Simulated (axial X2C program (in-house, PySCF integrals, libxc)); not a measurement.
**NAsO⁺: bond lengths and stretches, held linear**

An exercise on one series of results from a longer session: the logs are not shown, and one member is left open.

Program: an in-house X2C program for linear molecules on PySCF integrals. Level of theory: all-electron X2C, two-component (2c) or spin-free, N dyall-av3z, As dyall-v3z, O dyall-av3z. These are calculated values, not measurements.

All values are calculated.

2 further runs of the same task are left out: 2 set aside as unsound or not needed.

Set-up of the first run:

The input, task.json:

```json
{
 "zs": [
  7,
  33,
  8
 ],
 "q": 1,
 "bas": [
  "dyall-av3z",
  "dyall-v3z",
  "dyall-av3z"
 ],
 "r0": [
  1.74,
  1.71
 ],
 "symm": 0,
 "scan": [
  "PBE0",
  "HF",
  "LDA"
 ],
 "levels": [
  "PBE0",
  "HF",
  "PBE"
 ],
 "nst": 2
}
```

Keys: zs atomic numbers; q charge; bas basis sets; r0 starting distance in Å; symm equal bonds; scan levels of the two-bond scan; levels methods; nst determinants followed.

On the command line:

```bash
$ python solin.py task.json out
```

Masses N 14.003, As 74.922, O 15.995 u.

Steps of the session up to this table: Scan at PBE0, 2c; Scan at LDA, 2c; Scan at PBE0, spin-free.

One of the session's tables, all rows but one given; the rest of the session is left out.

| level | r(N–As) (Å) | r(As–O) (Å) | lower stretch (cm⁻¹) | upper stretch (cm⁻¹) |
| --- | --- | --- | --- | --- |
| PBE0, 2c | 1.699 | 1.577 | 798.3 | 1052.9 |
| LDA, 2c | 1.688 | 1.595 | 818.4 | 987.6 |
| PBE0, spin-free | 1.698 | 1.577 | 801.0 | 1048.7 |
| LDA, spin-free | ? | ? | ? | ? |

Estimate the missing values for LDA, spin-free.

As computed: r(N–As) (Å): 1.687; r(As–O) (Å): 1.596; lower stretch (cm⁻¹): 820.2; upper stretch (cm⁻¹): 985.7. In the column «r(N–As) (Å)» it is the lowest.

Scans not shown above were run alike.

The molecule was held linear; bending was not examined, so a bent shape may lie lower. Note: functional without a current term on a determinant with orbital currents, of the molecule or an atom.
